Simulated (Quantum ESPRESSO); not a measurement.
The system is LiBe.

```
Be Li
1.0
     2.29599    0.00000    0.00000
     0.00000    3.61277    0.00000
    -0.40174    0.00000    5.51353
Be Li
2 2
Direct
  0.24358 0.75000 0.42383
  0.75642 0.25000 0.57617
  0.26315 0.75000 0.84514
  0.73685 0.25000 0.15486
```

The cell comes from a database or a generator and needn't be the stable form of this composition.

| Item | Value |
| --- | --- |
| Program | Quantum ESPRESSO 7.5 |
| Task | single point |
| Functional | PBE |
| Potentials or basis | SSSP 1.3 efficiency PBE |
| Cutoff | 748 eV |
| Density cutoff | 5987 eV |
| k mesh | 11 × 7 × 5 |
| Occupations | fermi-dirac, width 0.05 eV |
| Spin | no spin polarisation |

On this cell: pressure 0.0 GPa; largest force 0.030 eV/Å; band gap on the k mesh none (metal or under the smearing width).

The same run follows on a disturbed copy (atoms moved at random, drawn with an rms of 0.05 Å):

```
CELL_PARAMETERS angstrom
2.29599 0.00000 0.00000
0.00000 3.61277 0.00000
-0.40174 0.00000 5.51353
ATOMIC_POSITIONS crystal
Be 0.26897 0.75788 0.42427
Be 0.76814 0.23607 0.56593
Li 0.27784 0.76881 0.84683
Li 0.73920 0.25881 0.16109
```

Q: What changes?

A: The energy (extrapolated to zero smearing) moves by +10.2 meV/atom; pressure 0.7 GPa; largest force 0.613 eV/Å; band gap on the k mesh none (metal or under the smearing width).

Forces on the atoms (eV/Å):
```
Be  -0.129 -0.312 -0.083
Be   0.109  0.501  0.336
Li  -0.022 -0.227 -0.047
Li   0.042  0.039 -0.206
```

Stress tensor (GPa, compression positive):
```
-0.90  0.16  0.43
 0.16  0.75  0.18
 0.43  0.18  2.16
```
